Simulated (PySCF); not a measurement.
The system is Cl3SiBr, in a box.

```
Cl Si Br
1.0
    12.00000    0.00000    0.00000
     0.00000   13.00000    0.00000
     0.00000    0.00000   13.00000
Cl Si Br
3 1 1
Direct
  0.41314 0.45040 0.62702
  0.62509 0.37805 0.48234
  0.37707 0.41255 0.37822
  0.48450 0.46387 0.48665
  0.52542 0.62518 0.45705
```

Base run:

```yaml
Program: PySCF 2.14.0
Functional: r2SCAN50
Dispersion: D4
Potentials_or_basis: def2-svp (all-electron)
k_mesh: 1 × 1 × 1
Occupations: fixed
Spin: no spin polarisation
```

Its results: gap between the frontier levels 10.92 eV.

Problem. The run is repeated on the same cell with these changes: functional from r2SCAN50 to PW91. What comes out?

Solution. Gap between the frontier levels 5.98 eV.

r2SCAN50 gives the wider gap, since exact exchange removes part of the self-interaction.

Caveats: this is a molecule in a periodic box at the Γ point, so its band gap is the HOMO-LUMO gap; relativity is left out, which matters for the heavier elements; the basis of atomic orbitals isn't converged, which shifts pressures, moduli and gaps.

A k mesh can miss the band edges.

Not every run made on this cell is shown here.
